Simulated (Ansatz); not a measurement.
# CoIr2: the cost of one run

Computed with Ansatz 0.2.0 (DFT PBE, scalar-relativistic, plane waves, PAW, unless a step's input says otherwise).

## Step 1: The structure to begin with

It takes space group Fd-3m (No. 227, cubic). The conventional cell has a = 6.675 Å, b = 6.675 Å, c = 6.675 Å, α = 90.00°, β = 90.00°, γ = 90.00°. Around Co (site symmetry -43m) lie 12 Ir at 2.77 Å and 4 Co at 2.89 Å. Ir (site symmetry -3m) is surrounded by 6 Ir at 2.36 Å.

As a file:

```cif
data_structure
_symmetry_space_group_name_H-M 'P 1'
_symmetry_Int_Tables_number 1
_cell_length_a 4.7201
_cell_length_b 4.7201
_cell_length_c 4.7201
_cell_angle_alpha 60.000
_cell_angle_beta 60.000
_cell_angle_gamma 60.000
_cell_volume 74.36
loop_
_atom_site_label
_atom_site_type_symbol
_atom_site_fract_x
_atom_site_fract_y
_atom_site_fract_z
_atom_site_occupancy
Co1 Co 0.00000 0.00000 0.00000 1
Co2 Co 0.25000 0.25000 0.25000 1
Ir1 Ir 0.62500 0.62500 0.62500 1
Ir2 Ir 0.12500 0.62500 0.62500 1
Ir3 Ir 0.62500 0.62500 0.12500 1
Ir4 Ir 0.62500 0.12500 0.62500 1
```

This is candidate A: cubic Laves (C15) type (Fd-3m, No. 227).

(A quick probe on a coarse mesh, which set the mesh and smearing, is not shown.)

## Step 3: A loose first relaxation (candidate A)

Input file input.yaml:

```yaml
crystal:
  lattice:
    - [0.0, 3.3376391161, 3.3376391161]
    - [3.3376391161, 0.0, 3.3376391161]
    - [3.3376391161, 3.3376391161, 0.0]
  atoms:
    - { symbol: Co, position: [0.0, 0.0, 0.0], spin: 2.13 }
    - { symbol: Co, position: [0.25, 0.25, 0.25], spin: 2.13 }
    - { symbol: Ir, position: [0.625, 0.625, 0.625], spin: 0.41 }
    - { symbol: Ir, position: [0.125, 0.625, 0.625], spin: 0.41 }
    - { symbol: Ir, position: [0.625, 0.625, 0.125], spin: 0.41 }
    - { symbol: Ir, position: [0.625, 0.125, 0.625], spin: 0.41 }
basis:
  ecutwfc: 420
kpoints:
  mp_grid: { grid: [4, 4, 4] }
hamiltonian:
  xc: pbe
scf:
  occupations: { method: gaussian, width: 0.1 }
  lower_state_search: "off"
output:
  forces: true
  stress: true
  eigenvalues: true
  populations: true
magnetization:
  spin_polarized: true
relax:
  adjacent_minimum: "off"
  f_tol: 0.04
  max_steps: 70
  cell: { stress_tol: 0.4 }
```

Started as:

```console
$ ansatz run input.yaml --threads 1 --pin off --max-ram 2560MiB --backend cpu --events-out ev --progress --plain --runs-dir out
```

**Question.** How long does this run take on 1 thread of Intel Xeon Platinum 8259CL at 2.50GHz (Skylake/Cascade Lake), shared host, and how much memory does it need?

About 64 s, with a peak of 0.48 GiB.
